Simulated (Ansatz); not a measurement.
# ZnInGaO4: the cost of one run

Computed with Ansatz 0.2.0 (DFT PBEsol, scalar-relativistic, plane waves, PAW, unless a step's input says otherwise).

## Step 1: The starting structure

It takes space group R3m (No. 160, trigonal). The conventional cell has a = 3.361 Å, b = 3.361 Å, c = 26.140 Å, α = 90.00°, β = 90.00°, γ = 120.00°. Around Zn (site symmetry 3m) lie 4 O at 2.01 to 2.02 Å. Around In (site symmetry 3m) lie 6 O at 2.22 to 2.23 Å. Ga (site symmetry 3m) is surrounded by 5 O at 1.94 to 2.00 Å. Around O (site symmetry 3m) lie 1 Zn at 2.01 Å and 3 In at 2.22 Å. O (site symmetry 3m) has 1 Ga at 1.98 Å and 3 In at 2.23 Å in its first shell of neighbours. O (site symmetry 3m) has 3 Ga at 1.94 Å in its first shell of neighbours. O (site symmetry 3m) is surrounded by 1 Ga at 2.00 Å and 3 Zn at 2.02 Å.

Coordinates:

```cif
data_structure
_symmetry_space_group_name_H-M 'R3m:H'
_symmetry_Int_Tables_number 160
_cell_length_a 3.3607
_cell_length_b 3.3607
_cell_length_c 26.1402
_cell_angle_alpha 90.000
_cell_angle_beta 90.000
_cell_angle_gamma 120.000
_cell_volume 255.67
loop_
_atom_site_label
_atom_site_type_symbol
_atom_site_symmetry_multiplicity
_atom_site_Wyckoff_symbol
_atom_site_fract_x
_atom_site_fract_y
_atom_site_fract_z
_atom_site_occupancy
Zn1 Zn 3 a 0.00000 0.00000 0.21838 1
In1 In 3 a 0.00000 0.00000 0.00277 1
Ga1 Ga 3 a 0.66667 0.33333 0.12037 1
O1 O 3 a 0.00000 0.00000 0.29514 1
O2 O 3 a 0.66667 0.33333 0.04469 1
O3 O 3 a 0.00000 0.00000 0.12172 1
O4 O 3 a 0.66667 0.33333 0.19693 1
```

The structure comes from the Materials Project (structure only).

## Step 2: A first look at the start

The input, input.yaml:

```yaml
crystal:
  lattice:
    - [1.6803268679, 0.9701371695, 8.713405462]
    - [-1.6803268679, 0.9701371695, 8.713405462]
    - [0.0, -1.940274339, 8.713405462]
  atoms:
    - { symbol: Zn, position: [0.218382, 0.218382, 0.218382] }
    - { symbol: In, position: [0.002768, 0.002768, 0.002768] }
    - { symbol: Ga, position: [0.787034, 0.787034, 0.787034] }
    - { symbol: O, position: [0.295143, 0.295143, 0.295143] }
    - { symbol: O, position: [0.711358, 0.711358, 0.711358] }
    - { symbol: O, position: [0.121717, 0.121717, 0.121717] }
    - { symbol: O, position: [0.863599, 0.863599, 0.863599] }
basis:
  ecutwfc: 420
kpoints:
  mp_grid: { grid: [6, 6, 6] }
hamiltonian:
  xc: pbesol
scf:
  occupations: { method: gaussian, width: 0.1 }
output:
  forces: true
  stress: true
  eigenvalues: true
```

Launch:

```bash
$ ansatz run input.yaml --threads 2 --pin off --max-ram 5120MiB --backend cpu --events-out ev --progress --plain --runs-dir out
```

**Question.** How long does this run take on 2 threads of Arm Neoverse V1, shared host, and how much memory does it need?

About 6.3 s, with a peak of 0.4 GiB.
